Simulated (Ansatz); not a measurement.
**C: straining the crystal, a stretch of c alone**

One table from this session's results is given with a row withheld; the runs are named, their logs left out.

Method: DFT r2SCAN, scalar-relativistic, plane waves, PAW, in Ansatz 0.2.0.

## Starting point

The structure is hexagonal, space group P6_3/mmc (No. 194). The conventional cell has a = 2.456 Å, b = 2.456 Å, c = 7.036 Å, α = 90.00°, β = 90.00°, γ = 120.00°. Around C (site symmetry -6m2) lie 3 C at 1.42 Å.

Structure file:

```cif
data_structure
_symmetry_space_group_name_H-M 'P 1'
_symmetry_Int_Tables_number 1
_cell_length_a 2.4558
_cell_length_b 2.4558
_cell_length_c 7.0364
_cell_angle_alpha 90.000
_cell_angle_beta 90.000
_cell_angle_gamma 120.000
_cell_volume 36.75
loop_
_atom_site_label
_atom_site_type_symbol
_atom_site_fract_x
_atom_site_fract_y
_atom_site_fract_z
_atom_site_occupancy
C1 C 0.00000 0.00000 0.25000 1
C2 C 0.00000 0.00000 0.75000 1
C3 C 0.33333 0.66667 0.25000 1
C4 C 0.66667 0.33333 0.75000 1
```

It goes back to an entry of the Materials Project.

It is the result of an earlier relaxation at this level (volume 9.19 Å³/atom; gap on the mesh: none (metal)).

The first run:

The input, input.yaml:

```yaml
crystal:
  lattice:
    - [2.4558082585, 0.0, 0.0]
    - [-1.2279041293, 2.1267923387, 0.0]
    - [0.0, 0.0, 7.0364238502]
  atoms:
    - { symbol: C, position: [0.0, 0.0, 0.25] }
    - { symbol: C, position: [0.0, 0.0, 0.75] }
    - { symbol: C, position: [0.3333333333, 0.6666666667, 0.25] }
    - { symbol: C, position: [0.6666666667, 0.3333333333, 0.75] }
basis:
  ecutwfc: 500
kpoints:
  mp_grid: { grid: [24, 24, 8] }
hamiltonian:
  xc: r2scan
scf:
  occupations: { method: gaussian, width: 0.1 }
output:
  forces: true
  stress: true
  eigenvalues: true
```

Command:

```bash
> ansatz run input.yaml --threads 1 --pin off --max-ram 2560MiB --backend cpu --events-out ev --progress --plain --runs-dir out
```

Among the steps run: Reference cell for the strains; The cell strained by -1.5 %; The cell strained by +1.5 %; At -3.0 %; The cell strained by +3.0 %; At -4.5 %; At +4.5 %.

One of the session's tables, all rows but one given; the rest of the session is left out.

It belongs to the step «Energy and stress against strain (a metal throughout)». Lengths are those of the vectors of the cell that was run; stresses in GPa:

| strain (%) | ΔE (meV/atom) | c (Å) |
| --- | --- | --- |
| -4.5 | 1.8 | 6.720 |
| -3.0 | ? | ? |
| -1.5 | 0.2 | 6.931 |
| +0.0 | 0.0 | 7.036 |
| +1.5 | 0.1 | 7.142 |
| +3.0 | 0.4 | 7.248 |
| +4.5 | 0.9 | 7.353 |

Q: Estimate the row for strain (%) = -3.0 from the others.

Worked estimate for «ΔE (meV/atom)». A straight line through the neighbours (-4.5, 1.8) and (-1.5, 0.2) gives 1.8 + (0.2 − 1.8) × (-3.0 + 4.5) / (-1.5 + 4.5) = 1.0; a parabola fitted to 3 rows on both sides gives 0.8.

**Answer.** ΔE (meV/atom): 0.8; c (Å): 6.825. In «ΔE (meV/atom)» the line misses by +0.2 and the parabola by 0.0.

ΔE is over the unstrained cell. Stress in GPa, positive in compression, on the Cartesian axes of the input. 

Caveats from the session: Layers here are held mostly by dispersion, which this level lacks, so their spacing and the stiffness across them are unreliable there.
